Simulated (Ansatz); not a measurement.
# CH₃BrSZn: small, medium and large basis sets

The task here is to estimate one member of a computed series from the others.

Program: Ansatz 0.2.0, Gaussian basis. Level of theory: one geometry, several basis sets. These are calculated values, not measurements.

The runs, in order: PBE0-D4/def2-SVP; ωB97M-V/def2-SVP; PBE0-D4/def2-QZVPP; ωB97M-V/def2-QZVPP; the functionals' def2-TZVPP values are taken from earlier runs.

## The geometry

An earlier PBE0-D4 in a triple-zeta def2 set relaxation fixed the geometry.

SMILES `C[S][Zn][Br]`, 7 atoms, charge 0, spin multiplicity 1.

Atoms are counted from 1 here; the program's logs count them from 0.

Bond lengths: C1–S2 1.825 Å, C1–H5 1.089 Å, C1–H6 1.089 Å, C1–H7 1.090 Å, S2–Zn3 2.155 Å, Zn3–Br4 2.237 Å. Angles: S2–C1–H5 111.8°, S2–C1–H6 111.8°, S2–C1–H7 105.9°, H5–C1–H6 110.1°, H5–C1–H7 108.5°, H6–C1–H7 108.5°, C1–S2–Zn3 102.1°, S2–Zn3–Br4 179.6°.

The first run:

in.yaml

```yaml
crystal:
  periodic: [false, false, false]
  atoms:
    - {symbol: C, position_ang: [-0.999185, -0.311353, 0.624576]}
    - {symbol: S, position_ang: [0.565901, -1.188078, 0.290712]}
    - {symbol: Zn, position_ang: [1.642154, 0.248394, -0.902091]}
    - {symbol: Br, position_ang: [2.771337, 1.730055, -2.141382]}
    - {symbol: H, position_ang: [-0.836741, 0.603648, 1.191766]}
    - {symbol: H, position_ang: [-1.543322, -0.091564, -0.292458]}
    - {symbol: H, position_ang: [-1.600153, -0.991102, 1.228877]}
basis:
  gaussian: {orbitals: def2-SVP}
hamiltonian: {xc: pbe0, dispersion: d4}
output: {orbitals: {seedname: orbitals}}
```

Started as:

```console
ansatz run in.yaml --threads 4 --pin off --events-out ev --progress --plain --max-ram 10444MiB
```

Among the steps run: PBE0-D4 in def2-SVP; ωB97M-V in def2-SVP; PBE0-D4 in def2-QZVPP; ωB97M-V in def2-QZVPP.

One of the session's tables, all rows but one given; the rest of the session is left out.

It belongs to the step «Functionals by basis». 

| functional | basis | HOMO (eV) |
| --- | --- | --- |
| PBE0-D4 | def2-SVP | -6.85 |
| PBE0-D4 | def2-TZVPP | -7.06 |
| PBE0-D4 | def2-QZVPP | -7.08 |
| ωB97M-V | def2-SVP | ? |
| ωB97M-V | def2-TZVPP | -9.23 |
| ωB97M-V | def2-QZVPP | -9.26 |

Estimate the missing values for ωB97M-V, def2-SVP.

The run gave: HOMO (eV): -8.99. In the column «HOMO (eV)» it lies between ωB97M-V, def2-TZVPP (-9.23) and PBE0-D4, def2-QZVPP (-7.08).
